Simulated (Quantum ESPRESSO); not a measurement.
Crystal: Tm.

```
Tm
1.0
     3.51299    0.00000    0.00000
    -1.75650    3.04234    0.00000
     0.00000    0.00000   11.24748
Tm
4
Direct
  0.66667 0.33333 0.75000
  0.00000 0.00000 0.50000
  0.33333 0.66667 0.25000
  0.00000 0.00000 0.00000
```

Base run:

- Program: Quantum ESPRESSO 7.5
- Functional: LDA
- Potentials or basis: SSSP 1.3 efficiency PBE
- Cutoff: 748 eV
- Density cutoff: 5987 eV
- k mesh: 6 × 6 × 2
- Occupations: fermi-dirac, width 0.05 eV
- Spin: collinear spin, ferromagnetic start
- Starting moments: [2.0, 2.0, 2.0, 2.0] μB

Its results: band gap on the k mesh none (metal or under the smearing width); pressure -2.0 GPa; net moment 4.33 μB per cell; site moments Tm +1.16 μB.

Q: The run is repeated on the same cell with these changes: functional from LDA to AM05. What comes out?

A: Band gap on the k mesh none (metal or under the smearing width); pressure 0.9 GPa; net moment 4.05 μB per cell; site moments Tm +1.14 μB.

AM05 binds less tightly than LDA, so the same cell stands under more pressure.

Caveats: the potentials were made for another functional, which shifts forces and pressure; the magnetic or orbital state may not be the lowest; some levels on the path didn't converge; spin-orbit coupling is left out, which moves the levels of the heavy elements.

Not every run made on this cell is shown here.
